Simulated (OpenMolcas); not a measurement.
# F⁴⁺: CASSCF and CASPT2 terms and fine-structure levels, part 2 of 2

Wanted: the level scheme of F⁴⁺ from active-space wave functions, then second-order correlation under several settings.

OpenMolcas 26.06; ANO-RCC-VQZP, DKH2, active space 3 electrons in 4 orbitals (2s 2p), orbitals: per spin and parity. Earlier steps stand in the parts before.

## Step 9: CASPT2: IPEA 0, imaginary shift 0.1 (closed shells correlated: 1s)

Contents of a.inp:

```
>>> COPY JOB001 $Project.JobIph
&CASPT2
Multistate=1 1
Frozen=0 0
IPEA=0.0
Imaginary=0.1
MaxIter=60
WThr=0.0 0.3 0.05
PrWF=0.5
NoMix
>>> COPY JOB002 $Project.JobIph
&CASPT2
Multistate=8 1 2 3 4 5 6 7 8
Frozen=0 0
IPEA=0.0
Imaginary=0.1
MaxIter=60
WThr=0.0 0.3 0.05
PrWF=0.5
NoMix
>>> COPY JOB003 $Project.JobIph
&CASPT2
Multistate=3 1 2 3
Frozen=0 0
IPEA=0.0
Imaginary=0.1
MaxIter=60
WThr=0.0 0.3 0.05
PrWF=0.5
NoMix
>>> COPY JOB004 $Project.JobIph
&CASPT2
Multistate=9 1 2 3 4 5 6 7 8 9
Frozen=0 0
IPEA=0.0
Imaginary=0.1
MaxIter=60
WThr=0.0 0.3 0.05
PrWF=0.5
NoMix
```

Log:

```text
Orbital specifications:
      -----------------------

      Symmetry species                           1   2
                                                ag  au
      Frozen orbitals                            0   0
      Inactive orbitals                          1   0
      Active orbitals                            1   3
      Secondary orbitals                        27  23
      Deleted orbitals                           0   0
      Number of basis functions                 29  26
Type of calculation                        SS-CASPT2
      Fock operator                              state-specific
      IPEA shift                                 0.00
      Real shift                                 0.00
      Imaginary shift                            0.10
      The input orbitals will be transformed to quasi-canonical
Reference energy:         -91.0299242370
      E2 (Non-variational):      -0.0444405044
      Shift correction:          -0.0000034289
      E2 (Variational):          -0.0444439333
      Total energy:             -91.0743681703
      Residual norm:              0.0000000328
      Reference weight:           0.99687
      Contributions to the CASPT2 correlation energy
      Active & Virtual Only:         -0.0270627380
      One Inactive Excited:          -0.0114743972
      Two Inactive Excited:          -0.0059033692
::    CASPT2 Root  1     Total energy:    -91.07436817
Orbital specifications:
      -----------------------

      Symmetry species                           1   2
                                                ag  au
      Frozen orbitals                            0   0
      Inactive orbitals                          1   0
      Active orbitals                            1   3
      Secondary orbitals                        27  23
      Deleted orbitals                           0   0
      Number of basis functions                 29  26
Type of calculation                        MS-CASPT2
      Fock operator                              state-specific
      IPEA shift                                 0.00
      Real shift                                 0.00
      Imaginary shift                            0.10
      The input orbitals will be transformed to quasi-canonical
Reference energy:         -92.2751780168
      E2 (Non-variational):      -0.0533330908
      Shift correction:          -0.0000123757
      E2 (Variational):          -0.0533454665
      Total energy:             -92.3285234833
      Residual norm:              0.0000000948
      Reference weight:           0.99344
      Contributions to the CASPT2 correlation energy
      Active & Virtual Only:         -0.0429011396
      One Inactive Excited:          -0.0057967333
      Two Inactive Excited:          -0.0046352179
Reference energy:         -92.2751780168
      E2 (Non-variational):      -0.0533330908
      Shift correction:          -0.0000123757
      E2 (Variational):          -0.0533454665
      Total energy:             -92.3285234833
      Residual norm:              0.0000000948
      Reference weight:           0.99344
      Contributions to the CASPT2 correlation energy
      Active & Virtual Only:         -0.0429011396
      One Inactive Excited:          -0.0057967333
      Two Inactive Excited:          -0.0046352179
::    CASPT2 Root  1     Total energy:    -92.32852348
::    CASPT2 Root  2     Total energy:    -92.32852348
::    CASPT2 Root  3     Total energy:    -92.32852348
::    CASPT2 Root  4     Total energy:    -90.92952505
::    CASPT2 Root  5     Total energy:    -90.92952505
::    CASPT2 Root  6     Total energy:    -90.92952505
::    CASPT2 Root  7     Total energy:    -90.92952505
::    CASPT2 Root  8     Total energy:    -90.92952505
::    MS-CASPT2 Root  1     Total energy:    -92.32852348
::    MS-CASPT2 Root  2     Total energy:    -92.32852348
::    MS-CASPT2 Root  3     Total energy:    -92.32852348
::    MS-CASPT2 Root  4     Total energy:    -90.92952505
::    MS-CASPT2 Root  5     Total energy:    -90.92952505
::    MS-CASPT2 Root  6     Total energy:    -90.92952505
::    MS-CASPT2 Root  7     Total energy:    -90.92952505
::    MS-CASPT2 Root  8     Total energy:    -90.92952505
Orbital specifications:
      -----------------------

      Symmetry species                           1   2
                                                ag  au
      Frozen orbitals                            0   0
      Inactive orbitals                          1   0
      Active orbitals                            1   3
      Secondary orbitals                        27  23
      Deleted orbitals                           0   0
      Number of basis functions                 29  26
Type of calculation                        MS-CASPT2
      Fock operator                              state-specific
      IPEA shift                                 0.00
      Real shift                                 0.00
      Imaginary shift                            0.10
      The input orbitals will be transformed to quasi-canonical
Reference energy:         -91.9131410165
      E2 (Non-variational):      -0.0295347618
      Shift correction:          -0.0000033770
      E2 (Variational):          -0.0295381388
      Total energy:             -91.9426791553
      Residual norm:              0.0000000344
      Reference weight:           0.99761
      Contributions to the CASPT2 correlation energy
      Active & Virtual Only:         -0.0180127375
      One Inactive Excited:          -0.0064473716
      Two Inactive Excited:          -0.0050746527
Reference energy:         -91.9131410165
      E2 (Non-variational):      -0.0295347618
      Shift correction:          -0.0000033770
      E2 (Variational):          -0.0295381388
      Total energy:             -91.9426791553
      Residual norm:              0.0000000344
      Reference weight:           0.99761
      Contributions to the CASPT2 correlation energy
      Active & Virtual Only:         -0.0180127375
      One Inactive Excited:          -0.0064473716
      Two Inactive Excited:          -0.0050746527
::    CASPT2 Root  1     Total energy:    -91.94267916
::    CASPT2 Root  2     Total energy:    -91.94267916
::    CASPT2 Root  3     Total energy:    -91.94267916
::    MS-CASPT2 Root  1     Total energy:    -91.94267916
::    MS-CASPT2 Root  2     Total energy:    -91.94267916
::    MS-CASPT2 Root  3     Total energy:    -91.94267916
Orbital specifications:
      -----------------------

      Symmetry species                           1   2
                                                ag  au
      Frozen orbitals                            0   0
      Inactive orbitals                          1   0
      Active orbitals                            1   3
      Secondary orbitals                        27  23
      Deleted orbitals                           0   0
      Number of basis functions                 29  26
Type of calculation                        MS-CASPT2
      Fock operator                              state-specific
      IPEA shift                                 0.00
      Real shift                                 0.00
      Imaginary shift                            0.10
      The input orbitals will be transformed to quasi-canonical
Reference energy:         -91.5541474194
      E2 (Non-variational):      -0.0807585935
      Shift correction:          -0.0000318471
      E2 (Variational):          -0.0807904407
      Total energy:             -91.6349378600
      Residual norm:              0.0000007484
      Reference weight:           0.98772
      Contributions to the CASPT2 correlation energy
      Active & Virtual Only:         -0.0680307555
      One Inactive Excited:          -0.0075800185
      Two Inactive Excited:          -0.0051478195
Reference energy:         -91.5541474194
      E2 (Non-variational):      -0.0807689839
      Shift correction:          -0.0000318776
      E2 (Variational):          -0.0808008616
      Total energy:             -91.6349482809
      Residual norm:              0.0000005443
      Reference weight:           0.98771
      Contributions to the CASPT2 correlation energy
      Active & Virtual Only:         -0.0680411259
      One Inactive Excited:          -0.0075800234
      Two Inactive Excited:          -0.0051478346
::    CASPT2 Root  1     Total energy:    -91.63493786
::    CASPT2 Root  2     Total energy:    -91.63494828
::    CASPT2 Root  3     Total energy:    -91.63495318
::    CASPT2 Root  4     Total energy:    -91.63495293
::    CASPT2 Root  5     Total energy:    -91.63494670
::    CASPT2 Root  6     Total energy:    -91.42957677
::    CASPT2 Root  7     Total energy:    -91.34689105
::    CASPT2 Root  8     Total energy:    -91.34689105
::    CASPT2 Root  9     Total energy:    -91.34689105
::    MS-CASPT2 Root  1     Total energy:    -91.63495455
::    MS-CASPT2 Root  2     Total energy:    -91.63495331
::    MS-CASPT2 Root  3     Total energy:    -91.63495178
::    MS-CASPT2 Root  4     Total energy:    -91.63494641
::    MS-CASPT2 Root  5     Total energy:    -91.63493301
::    MS-CASPT2 Root  6     Total energy:    -91.42957666
::    MS-CASPT2 Root  7     Total energy:    -91.34689105
::    MS-CASPT2 Root  8     Total energy:    -91.34689105
::    MS-CASPT2 Root  9     Total energy:    -91.34689105
```

This run took 1.7 s in all on 1 thread, shared host.

SS-CASPT2: lowest energy less the reference's lowest, -0.0533 hartree; reference weights 0.984 to 0.998. These are the single-state energies of the run (the lines without MS-).

Levels with spin-orbit coupling, from the RASSI matrix with the averaged CASPT2 term energies on its diagonal:

```csv
Configuration,Term,J,E (cm-1),g,Leading %
2s2 2p,2P*,1/2,0.0,0.666,100
2s2 2p,2P*,3/2,688,1.334,100
2s 2p2,4P,1/2,84730,2.671,100
2s 2p2,4P,3/2,84980,1.735,100
2s 2p2,4P,5/2,85380,1.601,100
2s 2p2,2D,3/2,152680,0.800,100
2s 2p2,2D,5/2,152680,1.200,100
2s 2p2,2S,1/2,197750,2.002,100
2s 2p2,2P,1/2,215590,0.667,100
2s 2p2,2P,3/2,216070,1.334,100
2p3,4S*,3/2,275710,2.002,100
```

## Step 10: Levels by method

A. CASSCF
B. SS-CASPT2, IPEA 0.25, imaginary shift 0.1 (closed shells correlated: 1s)
C. SS-CASPT2, IPEA 0, imaginary shift 0.1 (closed shells correlated: 1s)

Energies in cm-1 above each method's lowest level; measured values from Moore, Atomic Energy Levels, vol. I, NSRDS-NBS 35 (1971 reprint of NBS Circular 467, 1949).

```
         level       A       B       C  measured
2s2 2p 2P* 1/2     0.0     0.0     0.0       0.0
2s2 2p 2P* 3/2     688     688     688       746
 2s 2p2 4P 1/2   79505   84500   84730          
 2s 2p2 4P 3/2   79753   84750   84980          
 2s 2p2 4P 5/2   80160   85160   85380          
 2s 2p2 2D 3/2  158705  152850  152680    152898
 2s 2p2 2D 5/2  158708  152860  152680    152876
 2s 2p2 2S 1/2  202345  197730  197750    197565
 2s 2p2 2P 1/2  226513  216280  215590    214881
 2s 2p2 2P 3/2  226994  216760  216070    215348
   2p3 4S* 3/2  273760  275550  275710
```

Mean absolute deviation from the 6 measured excited levels that all methods hold: A 6600 cm⁻¹, B 520 cm⁻¹, C 350 cm⁻¹.

## Step 11: What came out

This closing draws on all 2 parts.

| quantity | value |
| --- | --- |
| method | SS-CASPT2, IPEA 0.25, imaginary shift 0.1 (closed shells correlated: 1s) |
| lowest level | 2s2 2p 2P* 1/2, 100 % of that term, g = 0.666 |
| ground level listed by NIST | 2P°1/2 |
| first excited level | 2s2 2p 2P* 3/2 at 688 cm-1 |
| lowest level of another term | 2s 2p2 4P 1/2 at 84500 cm-1 |
| spin-orbit lowering of the lowest level | 459 cm-1 |
| strongest of the lines computed, by gA, at SS-CASPT2 energies | 2s 2p2 2P 3/2 → 2s2 2p 2P* 3/2, 46.28 nm, A = 7.61e+09 s⁻¹ |

Cost and accuracy by method:

```
                                           method  time of its own steps  time with the reference  mean absolute difference from the measured levels (cm-1)
                                        A. CASSCF                  9.3 s                    9.3 s                                                      6600
B. SS-CASPT2, IPEA 0.25, imaginary shift 0.1, +1s                  1.8 s                     11 s                                                       520
   C. SS-CASPT2, IPEA 0, imaginary shift 0.1, +1s                  1.7 s                     11 s                                                       350
```

Times are of one thread on a shared host.

The multiplet 2P* is regular. Method C lies closest to the measured levels (350 cm⁻¹ on average) and A farthest (6600). Only the configurations of the active space and the roots asked for are present. Not all states of the active space went into the spin-orbit step. CASPT2 does not keep the components of a term degenerate, and the means are used. Levels of other configurations are missing from the list.
